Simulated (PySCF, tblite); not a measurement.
**C8H17S+: geometry, infrared bands and NMR shifts**

What infrared bands and NMR shifts should C8H17S+ (`CC(C)[C@@H]1CCC[S@@+]1C`) show?

Programs: tblite 0.8.0 and PySCF 2.14.0, with density-fitted response routines of our own. Each step states its level of theory. These are calculated values for one molecule in the gas phase, unless marked as measured. Atoms count from 0, in the outputs and in this text.

## 1. Starting geometry

26 atoms, charge 1, multiplicity 1; geometry from: force field or distance geometry start.

Bonds of the start (Å): C0–C1 1.52, C1–C2 1.53, C1–C3 1.55, C3–C4 1.53, C4–C5 1.52, C5–C6 1.52, C6–S7 1.83, S7–C8 1.81, S7–C3 1.87, C0–H9 1.09, C0–H10 1.10, C0–H11 1.11, C1–H12 1.11, C2–H13 1.09, C2–H14 1.11, C2–H15 1.09, C3–H16 1.09, C4–H17 1.10, C4–H18 1.09, C5–H19 1.10, C5–H20 1.09, C6–H21 1.09, C6–H22 1.10, C8–H23 1.08, C8–H24 1.09, C8–H25 1.10.

## 2. Geometry optimisation with GFN2-xTB

Job settings and geometry (Å):

```
{"job": {"kind": "relax", "xc": "GFN2-xTB", "basis": "xTB"}, "charge": 1, "multiplicity": 1}
C     -2.615800    -0.416900    -0.597500
C     -1.569300    -0.120200     0.463000
C     -1.963300     1.139100     1.239700
C     -0.154800     0.020900    -0.150600
C      0.253900    -1.166700    -1.026200
C      1.761500    -1.093000    -1.167200
C      2.293200    -0.982200     0.250100
S      1.144300     0.079500     1.197800
C      1.872400     1.655500     0.702000
H     -2.456400    -1.382700    -1.073800
H     -2.628900     0.357700    -1.373700
H     -3.629300    -0.453400    -0.151600
H     -1.576800    -0.959900     1.194000
H     -1.303300     1.337300     2.080100
H     -2.989100     1.051000     1.642500
H     -1.959500     2.022200     0.594200
H     -0.092800     0.943400    -0.721800
H     -0.223700    -1.112100    -2.017200
H     -0.033800    -2.117700    -0.571700
H      2.058200    -0.212100    -1.748000
H      2.167500    -1.967700    -1.666900
H      3.311500    -0.592800     0.306100
H      2.279400    -1.959700     0.750700
H      2.791900     1.792600     1.255100
H      2.078600     1.701800    -0.366700
H      1.163100     2.458600     0.971000
```

Started as:

```
> OMP_NUM_THREADS=1 python probes_run.py task.json out
```

The driver reads the jobs from task.json and runs them one after another.

**Question.** This job is followed by: GFN2-xTB harmonic vibrations, gas phase; GIAO PBE0/pcSseg-1 NMR shielding, non-relativistic, gas phase. What will the session give for the following? strongest single infrared mode (GFN2-xTB); zero-point energy (GFN2-xTB); 13C shifts against TMS (PBE0/pcSseg-1); 1H shifts against TMS (PBE0/pcSseg-1, means over atoms taken as alike); 33S shifts against CS2 (PBE0/pcSseg-1).

As calculated:

| quantity | value |
| --- | --- |
| strongest single infrared mode (GFN2-xTB) | 3013 cm⁻¹, 48 km/mol |
| zero-point energy (GFN2-xTB) | 146.2 kcal/mol |
| 13C shifts against TMS (PBE0/pcSseg-1) | 90.9, 50.3, 40.4, 38.7, 33.5, 31.2, 27.9, 22.3 ppm |
| 1H shifts against TMS (PBE0/pcSseg-1, means over atoms taken as alike) | 3.39, 3.18, 3.05, 2.90, 2.88, 2.74, 2.36, 1.88, 1.82, 1.39, 1.31 ppm |
| 33S shifts against CS2 (PBE0/pcSseg-1) | 97 ppm |

**Reading.** The optimisation took 84 steps and gained 0.140 eV; among the close pairs (by a distance rule), C0–H11 changed most, from 1.108 to 1.086 Å. All 72 modes are real, so the xTB geometry is a minimum. GFN2-xTB is a fitted tight-binding method: band positions and strengths are rough. Its intensities can rank the bands wrongly. At PBE0/pcSseg-1: The widest tensor belongs to S7: span 281 ppm, with a paramagnetic part of -653 ppm.
